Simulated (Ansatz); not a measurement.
Debugging a rigid scan of one bond length of CH3SeZn, SMILES [CH3][Zn][Se] (Ansatz's Python interface).

The script reads `ch3sezn.xyz`:
```text
6

C    -0.74713    0.42749    0.17161
Zn    0.96665   -0.55548   -0.22052
Se    3.00469   -1.71870   -0.69079
H    -0.62120    1.49477    0.02582
H    -1.54284    0.08981   -0.48231
H    -1.06016    0.26211    1.19618
```

The script, `ch3sezn.py`:
```python
"""Potential curve of CH3SeZn along one bond."""

from dataclasses import dataclass

import ansatz
import numpy as np


@dataclass(frozen=True)
class Options:
    basis: str = "def-2SVP"
    xc: str = "pbe"


settings = Options()


def main() -> None:
    geometry = ansatz.Crystal.molecule_from_extxyz("ch3sezn.xyz")

    symbols = [site.symbol for site in geometry.cartesian_sites]
    start = np.array([site.position_ang for site in geometry.cartesian_sites])
    axis = (start[4] - start[0]) / np.linalg.norm(start[4] - start[0])
    moving = [4]
    lengths, energies = [0.954, 0.997, 1.041, 1.084, 1.127, 1.171, 1.214, 1.279], []
    for length in lengths:
        xyz = start.copy()
        xyz[moving] += (length - np.linalg.norm(start[4] - start[0])) * axis
        point = ansatz.Crystal.molecule()
        for symbol, place in zip(symbols, xyz):
            point = point.atom(symbol, place.tolist())
        calculation = (
            point.calculation()
            .basis(gaussian=settings.basis)  # the orbital basis, by name
            .functional(settings.xc)
            .spin("collinear", total=1)  # two spin channels
        )
        summary = calculation.run(threads=1, backend="cpu").report
        energies.append(summary["free_energy_ev"])
        print(f"r = {length:6.3f} A  E = {energies[-1]:.5f} eV  <S^2> = {abs(summary['mean_field']['state']['spin_squared']):.3f}")

    # quartic fit about the minimum
    fit = np.polynomial.Polynomial.fit(lengths, np.array(energies) - min(energies), 4).convert()
    roots = [r.real for r in fit.deriv().roots() if abs(r.imag) < 1e-9 and fit.deriv(2)(r.real) > 0]
    r_e = min(roots, key=lambda r: abs(r - lengths[int(np.argmin(energies))]))
    print(f"minimum of the fit at {r_e:.4f} A, force constant {fit.deriv(2)(r_e):.2f} eV/A^2")


if __name__ == "__main__":
    main()
```

Output of `python ch3sezn.py`:
```text
Traceback (most recent call last):
  File "ch3sezn.py", line 50, in <module>
    main()
    ~~~~^^
  File "ch3sezn.py", line 38, in main
    summary = calculation.run(threads=1, backend="cpu").report
              ~~~~~~~~~~~~~~~^^^^^^^^^^^^^^^^^^^^^^^^^^
  ...
ansatz.GaussianBasisError: pseudopotentials/gaussian/def-2svp.bse can't be read: No such file or directory (os error 2)
```
(Library frames cut from the traceback.)

Why does it end like this?

The fault: the library has no basis set of that name. The change:

```diff
--- before
+++ after
@@ -10,3 +10,3 @@
 class Options:
-    basis: str = "def-2SVP"
+    basis: str = "def2-SVP"
     xc: str = "pbe"
```

With that change:

Running `python ch3sezn.py` prints:
```text
r =  0.954 A  E = -114820.18720 eV  <S^2> = 0.752
r =  0.997 A  E = -114820.46196 eV  <S^2> = 0.752
r =  1.041 A  E = -114820.62795 eV  <S^2> = 0.752
r =  1.084 A  E = -114820.70157 eV  <S^2> = 0.752
r =  1.127 A  E = -114820.70681 eV  <S^2> = 0.752
r =  1.171 A  E = -114820.65692 eV  <S^2> = 0.752
r =  1.214 A  E = -114820.56648 eV  <S^2> = 0.752
r =  1.279 A  E = -114820.37264 eV  <S^2> = 0.752
minimum of the fit at 1.1085 A, force constant 32.02 eV/A^2
```

Notes:
- Total energies depend on the basis set; only differences at equal settings carry meaning.
- The rest of the molecule is held rigid at a force-field or estimated start geometry, and the basis set is modest; single-reference methods fail as a bond breaks.
- The run takes the species as open-shell (spin multiplicity 2), which needn't be its ground state.
- Spin-orbit coupling of the heavy open-shell atom is left out.
- Wall time of the script: 8.8 min on 1 thread of Arm Neoverse V1 (shared host), peak memory 0.28 GiB.
